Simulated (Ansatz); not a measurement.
Predict the output of the script below (Ansatz 0.2.0, Python API).

`alcl2hs.py`:
```python
"""Vertical ionisation energy and electron affinity of AlCl2HS."""

import ansatz as az


def energy_of(molecule, charge=0, unpaired=0):
    calc = molecule.calculation().basis(gaussian="def2-SVPD").functional("cam_b3lyp")
    if charge:
        calc = calc.charge(charge)
    if unpaired:
        calc = calc.spin("collinear", total=unpaired)
    report = calc.run().report
    if report["published_state_doubts"]:
        print("  doubts:", report["published_state_doubts"])
    return report["free_energy_ev"]

GEOMETRY = """
S     0.05540    1.68630   -0.51730
Al    0.26610   -0.48050   -0.09220
Cl    1.53870   -1.12530    1.55960
Cl   -0.71990   -1.97000   -1.31810
H    -1.09050    1.81580    0.32670
"""

geometry = az.Crystal.molecule()
for line in GEOMETRY.strip().splitlines():
    symbol, *xyz = line.split()
    geometry = geometry.atom(symbol, [float(v) for v in xyz])

# total-energy differences at one geometry
parent = energy_of(geometry, 0, 0)
cation = energy_of(geometry, 1, 1)
print(f"E(N)   = {parent:.5f} eV")
print(f"E(N-1) = {cation:.5f} eV  (1 unpaired)")
print(f"vertical ionisation energy {cation - parent:.3f} eV")
anion = energy_of(geometry, -1, 1)
print(f"E(N+1) = {anion:.5f} eV  (1 unpaired)")
print(f"vertical electron affinity {parent - anion:.3f} eV" + ("" if anion < parent else " (unbound in this basis)"))
print(f"fundamental gap IP - EA = {cation + anion - 2 * parent:.3f} eV")
```

```console
$ python alcl2hs.py
E(N)   = -42486.93174 eV
E(N-1) = -42476.56174 eV  (1 unpaired)
vertical ionisation energy 10.370 eV
E(N+1) = -42487.41277 eV  (1 unpaired)
vertical electron affinity 0.481 eV
fundamental gap IP - EA = 9.889 eV
```

At this unrelaxed geometry removing an electron costs 10.37 eV and adding one releases 0.48 eV.

Total energies depend on the basis set; only differences at equal settings carry meaning. The geometry is a force-field or estimated start, not a minimum of this method, and the basis set is short of its limit. All parts are taken at fixed geometry, without zero-point energy. At an unrelaxed start these energies can be a whole eV from those at the minimum, and a small affinity can change sign. Finished in 39 s on 1 thread of Arm Neoverse V1 (shared host), peak memory 0.49 GiB.

(Lines on the test bed's own set-up are left out of the output.)
